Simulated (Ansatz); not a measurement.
**GaN: how the settings move a single-point run**

Aim: see which settings change the result for GaN, by how much, and at what cost.

Program: Ansatz 0.2.0. Level of theory: reference: DFT, PBE, plane waves, PAW. These are calculated values, not measurements.

1 further run of the same task is left out (it didn't finish). Runs told in other sessions of the task aren't counted.

## (1) The system as given

The structure is cubic, space group F-43m (No. 216). Conventional cell: a = 4.498 Å, b = 4.498 Å, c = 4.498 Å, α = 90.00°, β = 90.00°, γ = 90.00°. Around Ga (site symmetry -43m) lie 4 N at 1.95 Å. N (site symmetry -43m) has 4 Ga at 1.95 Å in its first shell of neighbours.

Coordinates:

```
CELL_PARAMETERS angstrom
0.00000 2.24895 2.24895
2.24895 0.00000 2.24895
2.24895 2.24895 0.00000
ATOMIC_POSITIONS crystal
Ga 0.00000 0.00000 0.00000
N 0.75000 0.75000 0.75000
```

## (2) Reference

The input, input.yaml:

```yaml
crystal:
  lattice:
    - [0.0, 2.248952624, 2.248952624]
    - [2.248952624, 0.0, 2.248952624]
    - [2.248952624, 2.248952624, 0.0]
  atoms:
    - { symbol: Ga, position: [0.0, 0.0, 0.0] }
    - { symbol: "N", position: [0.75, 0.75, 0.75] }
kpoints:
  mp_grid: { grid: [6, 6, 6] }
hamiltonian:
  xc: pbe
scf:
  occupations: { method: fixed }
  n_extra_bands: 4
output:
  forces: true
  stress: true
  eigenvalues: true
```

The run is started by

```bash
ansatz run input.yaml --threads 4 --pin off --max-ram 4608MiB --backend cpu --events-out ev --progress --plain --runs-dir out
```

From the output:

```text
[...]
Basis set: ecut = 420 eV, 459 PW (Γ), exchange–correlation on 48×48×48 points (8 copies of the dense FFT grid, shifted against one another)
[...]
k-points: 16 of 216 (time reversal used)
[...]
SCF iter   1: F=—  HF=-4167.888407 eV  |F-HF|=—  |Δ(HF+E_count)|=         —  Δρ=6.66e-4  dr2=3.50e-5  ethr=1.77e-3  ⟨swp⟩=4.3  Hψ=951  notcnv=0  defer=26
preconditioner: auto → none  [insulator: Δε(μ)=1.753 eV  Ē_g=18.801 eV  n_scr=8 (ndim 8)  ℏωp=33.0 eV  f_vac=0.001  ε∞_Penn≈4.1]
SCF iter   2: F=—  HF=-4167.888679 eV  |F-HF|=—  |Δ(HF+E_count)|=   2.72e-4  Δρ=3.65e-4  dr2=1.23e-5  ethr=1.94e-7  ⟨swp⟩=2.9  Hψ=524  notcnv=0  defer=30
[...]
SCF iter   5: F=-4167.888730 eV  HF=-4167.888730 eV  |F-HF|=4.12e-8  |Δ(HF+E_count)|=   9.11e-7  Δρ=1.70e-5  dr2=4.54e-8  ethr=3.11e-9  ⟨swp⟩=2.0  Hψ=352  notcnv=0  defer=31
SCF iter   6: F=-4167.888730 eV  HF=-4167.888730 eV  |F-HF|=7.21e-10  |Δ(HF+E_count)|=   4.57e-9  Δρ=6.73e-6  dr2=4.57e-9  ethr=2.52e-10  ⟨swp⟩=5.3  Hψ=1062  notcnv=0
[...]
SCF converged after 6 iterations
Free energy (F): -4167.888730 eV
[...]
E sigma→0 (E₀):  -4167.888730 eV
Fermi energy:    9.747194 eV
[...]
  P = ⅓ Tr σ = 6.1837 GPa (61.837 kbar)
[...]
```

Run time: 0.55 s. Hardware: 4 threads of Arm Neoverse N1, shared host; peak memory 0.27 GiB.

## (3) Changing settings: ecutwfc 900

Edit input.yaml of step 2 so:

```diff
@@ -19 +19,3 @@
   eigenvalues: true
+basis:
+  ecutwfc: 900
```

The run is started by

```bash
ansatz run input.yaml --threads 4 --pin off --max-ram 4608MiB --backend cpu --events-out ev --progress --plain --runs-dir out
```

Standard output (excerpt; [...] marks lines left out):

```text
Warning: RAYON_NUM_THREADS=4 ignored (pool sized by the plan → 4); use --threads N
scf.n_extra_bands = 4 over 9 filled bands (N_el = 18.0): the run solves 13 bands
[...]
Pseudopotentials: kind: paw
Pseudopotential: Ga, paw, valence charge 13, recommended cutoff 420 eV (normal), Ga.paw.azcp
Pseudopotential: N, paw, valence charge 5, recommended cutoff 420 eV (normal), N.paw.azcp
Functional definition: PBE
[...]
Crystal: 2 atoms, lattice volume = 22.749 Å³
Basis set: ecut = 900 eV, 1411 PW (Γ), exchange–correlation on 64×64×64 points (8 copies of the dense FFT grid, shifted against one another)
Bands: 13, of which v1, the nominal top of the filled ones, is band 9 counted from 1 (8 counted from 0)
Symmetry: 24 space group operations
Space group: F-43m (ITA 216), of the structure as read, at distance tolerance 2.8e-5 Å
k-points: 16 of 216 (time reversal used)
[...]
SCF iter   1: F=—  HF=-4167.897050 eV  |F-HF|=—  |Δ(HF+E_count)|=         —  Δρ=1.07e-3  dr2=8.09e-5  ethr=1.77e-3  ⟨swp⟩=5.0  Hψ=1215  notcnv=0  defer=30
[...]
SCF iter   6: F=-4167.896857 eV  HF=-4167.896857 eV  |F-HF|=6.68e-9  |Δ(HF+E_count)|=   1.97e-8  Δρ=1.25e-5  dr2=1.10e-8  ethr=2.51e-10  ⟨swp⟩=7.4  Hψ=1412  notcnv=0
[...]
SCF converged after 6 iterations
Free energy (F): -4167.896857 eV
[...]
E sigma→0 (E₀):  -4167.896857 eV
Fermi energy:    9.745803 eV
[...]
--- Forces (eV/Å), atoms counted from 1 ---
  atom   1  Ga    -0.00000000     0.00000000     0.00000000
  atom   2  N      0.00000000     0.00000000     0.00000000
[...]
--- Stress (GPa, compression-positive) ---
        6.148759       0.000000      -0.000000
       -0.000000       6.148759       0.000000
        0.000000       0.000000       6.148759
  P = ⅓ Tr σ = 6.1488 GPa (61.488 kbar)
--- Band table (eV; the first three rows and the last of 16) ---
  k-point 0: bands = ["-6.2370", "-3.7551", "-3.7551", "-3.7551", "-3.4323", "-3.4323", "9.7458", "9.7458", "9.7458", "11.5016", "20.0919", "20.0919", "20.0919"]
[...]
```

Wall time 1.1 s (4 threads of Arm Neoverse N1, shared host); peak memory 0.32 GiB.

Changing the cutoff moves the energy by -4.1 meV/atom. More plane waves (900 against 420 eV) lower the energy, so the reference carries at least that much basis error.

## (4) Changing settings: ecutwfc 350

Edit input.yaml of step 2 so:

```diff
@@ -19 +19,3 @@
   eigenvalues: true
+basis:
+  ecutwfc: 350
```

The run is started by

```bash
ansatz run input.yaml --threads 4 --pin off --max-ram 4608MiB --backend cpu --events-out ev --progress --plain --runs-dir out
```

Standard output (excerpt; [...] marks lines left out):

```text
Warning: basis.ecutwfc = 350 eV is below the records' recommended 420 eV, and the density's cutoff is lower with it unless basis.ecutrho_ratio is high enough to keep the records' density cutoff: compare with a run at a higher cutoff
Warning: RAYON_NUM_THREADS=4 ignored (pool sized by the plan → 4); use --threads N
scf.n_extra_bands = 4 over 9 filled bands (N_el = 18.0): the run solves 13 bands
[...]
[... 4 set-up lines as earlier in the session ...]
[...]
Crystal: 2 atoms, lattice volume = 22.749 Å³
Basis set: ecut = 350 eV, 331 PW (Γ), exchange–correlation on 40×40×40 points (8 copies of the dense FFT grid, shifted against one another)
Bands: 13, of which v1, the nominal top of the filled ones, is band 9 counted from 1 (8 counted from 0)
[... 2 set-up lines as earlier in the session ...]
k-points: 16 of 216 (time reversal used)
[...]
SCF iter   1: F=—  HF=-4167.821963 eV  |F-HF|=—  |Δ(HF+E_count)|=         —  Δρ=3.02e-3  dr2=3.68e-4  ethr=1.77e-3  ⟨swp⟩=4.2  Hψ=914  notcnv=0  defer=20
[...]
SCF iter   6: F=-4167.823015 eV  HF=-4167.823015 eV  |F-HF|=1.88e-9  |Δ(HF+E_count)|=   2.83e-8  Δρ=5.63e-6  dr2=5.08e-9  ethr=5.16e-10  ⟨swp⟩=4.4  Hψ=993  notcnv=0
[...]
SCF converged after 6 iterations
Free energy (F): -4167.823015 eV
[...]
E sigma→0 (E₀):  -4167.823015 eV
Fermi energy:    9.749249 eV
[...]
--- Forces (eV/Å), atoms counted from 1 ---
  atom   1  Ga    -0.00000000     0.00000000     0.00000000
  atom   2  N      0.00000000     0.00000000     0.00000000
[...]
--- Stress (GPa, compression-positive) ---
        5.773982      -0.000000      -0.000000
       -0.000000       5.773982       0.000000
       -0.000000       0.000000       5.773982
  P = ⅓ Tr σ = 5.7740 GPa (57.740 kbar)
--- Band table (eV; the first three rows and the last of 16) ---
  k-point 0: bands = ["-6.2438", "-3.7600", "-3.7600", "-3.7600", "-3.4376", "-3.4376", "9.7492", "9.7492", "9.7492", "11.4907", "20.0949", "20.0949", "20.0949"]
[...]
```

It took 0.46 s on 4 threads of Arm Neoverse N1, shared host; peak memory 0.26 GiB.

Changing the cutoff moves the energy by +32.9 meV/atom, and the pressure goes from 6.2 to 5.8 GPa. The lower cutoff gives the higher energy: the smaller basis describes the state less well. The log warns that the cutoff is under what these potentials recommend, so the shift is basis error.

## (5) Changing settings: dispersion d4

Edit input.yaml of step 2 so:

```diff
@@ -12,2 +12,3 @@
   xc: pbe
+  dispersion: d4
 scf:
```

The run is started by

```bash
ansatz run input.yaml --threads 4 --pin off --max-ram 4608MiB --backend cpu --events-out ev --progress --plain --runs-dir out
```

Standard output (excerpt; [...] marks lines left out):

```text
Warning: RAYON_NUM_THREADS=4 ignored (pool sized by the plan → 4); use --threads N
scf.n_extra_bands = 4 over 9 filled bands (N_el = 18.0): the run solves 13 bands
[...]
[... 4 set-up lines as earlier in the session ...]
[...]
Crystal: 2 atoms, lattice volume = 22.749 Å³
Basis set: ecut = 420 eV, 459 PW (Γ), exchange–correlation on 48×48×48 points (8 copies of the dense FFT grid, shifted against one another)
Bands: 13, of which v1, the nominal top of the filled ones, is band 9 counted from 1 (8 counted from 0)
[... 2 set-up lines as earlier in the session ...]
k-points: 16 of 216 (time reversal used)
[...]
SCF iter   1: F=—  HF=-4168.694540 eV  |F-HF|=—  |Δ(HF+E_count)|=         —  Δρ=6.66e-4  dr2=3.50e-5  ethr=1.77e-3  ⟨swp⟩=4.3  Hψ=951  notcnv=0  defer=26
[...]
SCF iter   6: F=-4168.694863 eV  HF=-4168.694863 eV  |F-HF|=7.21e-10  |Δ(HF+E_count)|=   4.57e-9  Δρ=6.73e-6  dr2=4.57e-9  ethr=2.52e-10  ⟨swp⟩=5.3  Hψ=1062  notcnv=0
[...]
SCF converged after 6 iterations
Free energy (F): -4168.694863 eV
[...]
E sigma→0 (E₀):  -4168.694863 eV
Fermi energy:    9.747194 eV
[...]
--- Forces (eV/Å), atoms counted from 1 ---
  atom   1  Ga    -0.00000000     0.00000000    -0.00000000
  atom   2  N      0.00000000    -0.00000000    -0.00000000
[...]
--- Stress (GPa, compression-positive) ---
        0.447338      -0.000000      -0.000000
       -0.000000       0.447338       0.000000
       -0.000000       0.000000       0.447338
  P = ⅓ Tr σ = 0.4473 GPa (4.473 kbar)
--- Band table (eV; the first three rows and the last of 16) ---
  k-point 0: bands = ["-6.2370", "-3.7504", "-3.7504", "-3.7504", "-3.4275", "-3.4275", "9.7472", "9.7472", "9.7472", "11.5010", "20.0926", "20.0926", "20.0926"]
[...]
```

Run time: 0.66 s. Hardware: 4 threads of Arm Neoverse N1, shared host; peak memory 0.27 GiB.

The energy moves by -403.1 meV/atom, nearly all of it the dispersion term itself (-403.1 meV/atom); that offset belongs to the model and is no gain or loss of stability; the pressure goes from 6.2 to 0.4 GPa.

## (6) Changing settings: xc mr2scan

Edit input.yaml of step 2 so:

```diff
@@ -11,3 +11,3 @@
 hamiltonian:
-  xc: pbe
+  xc: mr2scan
 scf:
```

The run is started by

```bash
ansatz run input.yaml --threads 4 --pin off --max-ram 4608MiB --backend cpu --events-out ev --progress --plain --runs-dir out
```

Standard output (excerpt; [...] marks lines left out):

```text
Warning: RAYON_NUM_THREADS=4 ignored (pool sized by the plan → 4); use --threads N
scf.n_extra_bands = 4 over 9 filled bands (N_el = 18.0): the run solves 13 bands
[...]
[... 1 set-up line as earlier in the session ...]
Pseudopotential: Ga, paw, valence charge 13, recommended cutoff 500 eV (meta_gga), Ga.paw.azcp
Pseudopotential: N, paw, valence charge 5, recommended cutoff 500 eV (meta_gga), N.paw.azcp
Functional definition: m-r2SCAN
[...]
Crystal: 2 atoms, lattice volume = 22.749 Å³
Basis set: ecut = 500 eV, 561 PW (Γ), exchange–correlation on 96×96×96 points (64 copies of the dense FFT grid, shifted against one another)
Bands: 13, of which v1, the nominal top of the filled ones, is band 9 counted from 1 (8 counted from 0)
[... 2 set-up lines as earlier in the session ...]
k-points: 16 of 216 (time reversal used)
[...]
SCF iter   1: F=—  HF=-4176.337348 eV  |F-HF|=—  |Δ(HF+E_count)|=         —  Δρ=1.25e-2  dr2=1.38e-2  dr2_τ=9.62e-2  ethr=1.77e-3  ⟨swp⟩=4.3  Hψ=960  notcnv=0  defer=15
[...]
SCF iter   8: F=-4176.369266 eV  HF=-4176.369266 eV  |F-HF|=1.38e-8  |Δ(HF+E_count)|=   9.06e-8  Δρ=9.59e-6  dr2=2.17e-8  dr2_τ=1.72e-10  ethr=5.56e-10  ⟨swp⟩=3.9  Hψ=953  notcnv=0
[...]
SCF converged after 8 iterations
Free energy (F): -4176.369266 eV
[...]
E sigma→0 (E₀):  -4176.369266 eV
Fermi energy:    9.470303 eV
[...]
--- Forces (eV/Å), atoms counted from 1 ---
  atom   1  Ga    -0.00000000    -0.00000000    -0.00000000
  atom   2  N      0.00000000    -0.00000000    -0.00000000
[...]
--- Stress (GPa, compression-positive) ---
       -0.036105       0.000000      -0.000000
       -0.000000      -0.036105       0.000000
       -0.000000       0.000000      -0.036105
  P = ⅓ Tr σ = -0.0361 GPa (-0.361 kbar)
--- Band table (eV; the first three rows and the last of 16) ---
  k-point 0: bands = ["-7.3115", "-4.4299", "-4.4299", "-4.4299", "-4.0816", "-4.0816", "9.4703", "9.4703", "9.4703", "11.6369", "20.5298", "20.5298", "20.5298"]
[...]
```

It took 1.1 s on 4 threads of Arm Neoverse N1, shared host; peak memory 0.33 GiB.

Total energies don't compare across a change of functional; the pressure goes from 6.2 to 0.0 GPa and the gap on the mesh goes from 1.75 to 2.17 eV. At this fixed cell a lower pressure means that this functional prefers a smaller volume than the reference. Meta-GGAs of this kind usually give somewhat wider gaps than GGAs.

## (7) The same system, input altered

Edit input.yaml of step 2 so:

```diff
@@ -15,2 +15,4 @@
   n_extra_bands: 4
+  mixing: { beta: 1.0 }
+  max_iter: 77
 output:
```

The run is started by

```bash
ansatz run input.yaml --threads 4 --pin off --max-ram 4608MiB --backend cpu --events-out ev --progress --plain --runs-dir out
```

Standard output (excerpt; [...] marks lines left out):

```text
Warning: RAYON_NUM_THREADS=4 ignored (pool sized by the plan → 4); use --threads N
scf.n_extra_bands = 4 over 9 filled bands (N_el = 18.0): the run solves 13 bands
[...]
[... 4 set-up lines as earlier in the session ...]
[...]
Crystal: 2 atoms, lattice volume = 22.749 Å³
Basis set: ecut = 420 eV, 459 PW (Γ), exchange–correlation on 48×48×48 points (8 copies of the dense FFT grid, shifted against one another)
Bands: 13, of which v1, the nominal top of the filled ones, is band 9 counted from 1 (8 counted from 0)
[... 2 set-up lines as earlier in the session ...]
k-points: 16 of 216 (time reversal used)
[...]
SCF iter   1: F=—  HF=-4167.888407 eV  |F-HF|=—  |Δ(HF+E_count)|=         —  Δρ=6.66e-4  dr2=3.50e-5  ethr=1.77e-3  ⟨swp⟩=4.3  Hψ=951  notcnv=0  defer=26
[...]
SCF iter   6: F=-4167.888730 eV  HF=-4167.888730 eV  |F-HF|=1.23e-7  |Δ(HF+E_count)|=   1.23e-7  Δρ=1.76e-5  dr2=5.57e-8  ethr=5.56e-10  ⟨swp⟩=6.8  Hψ=986  notcnv=0
[...]
SCF converged after 6 iterations
Free energy (F): -4167.888730 eV
[...]
E sigma→0 (E₀):  -4167.888730 eV
Fermi energy:    9.747136 eV
[...]
--- Forces (eV/Å), atoms counted from 1 ---
  atom   1  Ga    -0.00000000     0.00000000    -0.00000000
  atom   2  N      0.00000000    -0.00000000    -0.00000000
[...]
--- Stress (GPa, compression-positive) ---
        6.182784      -0.000000      -0.000000
       -0.000000       6.182784       0.000000
       -0.000000       0.000000       6.182784
  P = ⅓ Tr σ = 6.1828 GPa (61.828 kbar)
--- Band table (eV; the first three rows and the last of 16) ---
  k-point 0: bands = ["-6.2371", "-3.7498", "-3.7498", "-3.7498", "-3.4268", "-3.4268", "9.7471", "9.7471", "9.7471", "11.5009", "20.0926", "20.0926", "20.0926"]
[...]
```

Wall time 0.52 s (4 threads of Arm Neoverse N1, shared host); peak memory 0.27 GiB.

## (8) Checking the result

The run converged and reported no error. Convergence says nothing about whether the input makes sense.

Look at the input: scf.mixing.beta is 1.0. The risk: mixing too aggressive. Here it converged all the same; such a setting changes the road, not the converged state.

The way back: delete scf.mixing.beta (the default then holds).

Energy and cycle count are those of the reference, so the change (mixing) left the result and the number of cycles as they were.

## (9) Comparison

```tsv
run	ending	energy change	pressure (GPa)	gap (eV)	force (eV/Å)	cycles	time
reference	converged	0	6.2	1.75	0.00	6	0.55 s
1: ecutwfc 900	converged	-4.1 meV/atom	6.1	1.76	0.00	6	1.1 s
2: ecutwfc 350	converged	+32.9 meV/atom	5.8	1.74	0.00	6	0.46 s
3: dispersion d4	converged	-403.1 meV/atom (offset of the dispersion model)	0.4	1.75	0.00	6	0.66 s
4: xc mr2scan	converged	not comparable	0.0	2.17	0.00	8	1.1 s
5: mixing.beta 1.0	converged	0.0 meV/atom	6.2	1.75	0.00	6	0.52 s
```

Residual by cycle in the longest SCF loop of each run; runs are numbered as in the table. The quantity is the density residual dr2, in eV.

```tsv
cycle	reference	run 1	run 2	run 3	run 4	run 5
1	3.5e-5	8.1e-5	3.7e-4	3.5e-5	0.0138	3.5e-5
2	1.2e-5	1.1e-5	1.1e-4	1.2e-5	0.00287	5.6e-5
3	2.7e-6	6.5e-6	1.8e-5	2.7e-6	7.4e-4	1.1e-5
4	5.6e-7	3.7e-7	1.5e-6	5.6e-7	1.0e-4	7.2e-7
5	4.5e-8	4.5e-8	9.3e-8	4.5e-8	4.4e-6	2.1e-7
6	4.6e-9	1.1e-8	5.1e-9	4.6e-9	2.2e-6	5.6e-8
7	-	-	-	-	4.9e-7	-
8	-	-	-	-	2.2e-8	-
```

What this shows: Of the converged runs whose energies compare with the reference's, «ecutwfc 350» moves the energy most (+32.9 meV/atom). Run 2 ran under the cutoff that the potentials recommend, as the log warns, so basis error is mixed into its values.
